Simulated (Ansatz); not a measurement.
Crystal: Hf2Pd2Se2Br2O3.

```
Hf Pd Se Br O
1.0
     3.72613    0.00000    0.00000
    -1.86306    3.22692    0.00000
     0.00000    0.00000   17.00867
Hf Pd Se Br O
2 2 2 2 3
Direct
  0.66667 0.33333 0.93385
  0.33333 0.66667 0.06615
  0.00000 0.00000 0.30298
  0.00000 0.00000 0.69702
  0.33333 0.66667 0.22649
  0.66667 0.33333 0.77351
  0.66667 0.33333 0.39862
  0.33333 0.66667 0.60138
  0.33333 0.66667 0.92689
  0.66667 0.33333 0.07311
  0.00000 0.00000 0.00000
```

The cell was built by a generator and needn't be a form met in nature.

Base run:

```yaml
Program: Ansatz 0.2.0
Functional: PBE
Potentials_or_basis: Ansatz PAW earlier set
Cutoff: 900 eV
Density_cutoff: 3600 eV
k_mesh: 8 × 8 × 2
Occupations: fermi-dirac, width 0.05 eV
Spin: no spin polarisation
```

Its results: band gap on the k mesh none (metal or under the smearing width); pressure 0.0 GPa; largest force 0.048 eV/Å.

Q: The run is repeated on the same cell with these changes: potentials or basis from Ansatz PAW earlier set to PseudoDojo standard (PBE files); cutoff from 900 eV to 1170 eV; density cutoff from 3600 eV to 4680 eV; valence electrons from 172 to 124. What comes out?

A: Band gap on the k mesh none (metal or under the smearing width); pressure -0.4 GPa; largest force 0.094 eV/Å.

Caveats: this functional lacks dispersion, which binds the layers, so the pressure and a relaxed spacing across them are unreliable.
